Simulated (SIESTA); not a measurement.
The system is MgMnCoO4.

```
Co Mn Mg O
1.0
     5.25377    0.00000    0.00000
     0.00000    2.96979    0.00000
    -1.91952    0.00000    5.28213
Co Mn Mg O
1 1 1 4
Direct
  0.49027 0.00000 0.47727
  0.02324 0.50000 0.53719
  0.85423 0.50000 0.05202
  0.79476 0.00000 0.28697
  0.22822 0.50000 0.30970
  0.75042 0.50000 0.69196
  0.22136 0.00000 0.71990
```

The cell comes from a database or a generator and needn't be the stable form of this composition.

| Quantity | Value |
| --- | --- |
| Program | SIESTA 5.4.2 |
| Task | single point |
| Functional | PBEsol |
| Potentials or basis | PseudoDojo 0.4 standard (PBEsol files) |
| Basis | DZP (energy shift 0.003 Ry; two zetas on semicore shells) |
| Grid cutoff | 800 Ry |
| Energy shift | 0.003 Ry |
| k mesh | 6 × 9 × 5 |
| Occupations | fermi-dirac, width 0.05 eV |
| Spin | collinear spin, ferromagnetic start |
| Starting moments | [2.0, 4.0, 0.0, 0.0, 0.0, 0.0, 0.0] μB |

On this cell: pressure -8.5 GPa; largest force 0.644 eV/Å; net moment 5.95 μB per cell; site moments Co +2.65; Mn +2.78; Mg +0.02; O +0.05, +0.19, +0.17, +0.09 μB; band gap on the k mesh none (metal or under the smearing width).

The same run follows on a disturbed copy (atoms moved at random, drawn with an rms of 0.05 Å):

```
Co Mn Mg O
1.0
     5.25377    0.00000    0.00000
     0.00000    2.96979    0.00000
    -1.91952    0.00000    5.28213
Co Mn Mg O
1 1 1 4
Cartesian
  1.6410 -0.0033 2.5824
  -0.9195 1.4775 2.8324
  4.4076 1.4858 0.3002
  3.6383 -0.0128 1.5240
  0.5986 1.4846 1.6012
  2.6424 1.5056 3.6829
  -0.1650 0.0144 3.8103
```

Task: What changes?

Result: The energy (extrapolated to zero smearing) moves by +15.4 meV/atom; pressure -8.8 GPa; largest force 1.306 eV/Å; net moment 5.98 μB per cell; site moments Co +2.66; Mn +2.79; Mg +0.02; O +0.05, +0.20, +0.17, +0.08 μB; band gap on the k mesh none (metal or under the smearing width).

Forces in eV/Å, atoms in the order of the input:
```
Co  -0.316  0.070 -0.364
Mn   1.197  0.106  0.512
Mg  -0.326 -0.062 -0.396
O   -0.294  0.129  0.658
O    0.576 -0.042  1.130
O   -0.240 -0.076 -0.664
O   -0.598 -0.124 -0.880
```

Stress tensor (GPa, compression positive):
```
-10.65  -0.30  -0.08
 -0.30 -12.51  -0.44
 -0.08  -0.44  -3.38
```

Caveats: short orbitals over semicore shells can move pressures by several GPa; the basis of atomic orbitals isn't converged, which shifts pressures, moduli and gaps; semilocal functionals often make such compounds metallic where correlation or magnetic order opens a gap, which also shifts bond lengths; only a ferromagnetic start was run, and an antiferromagnetic order may lie lower in energy.
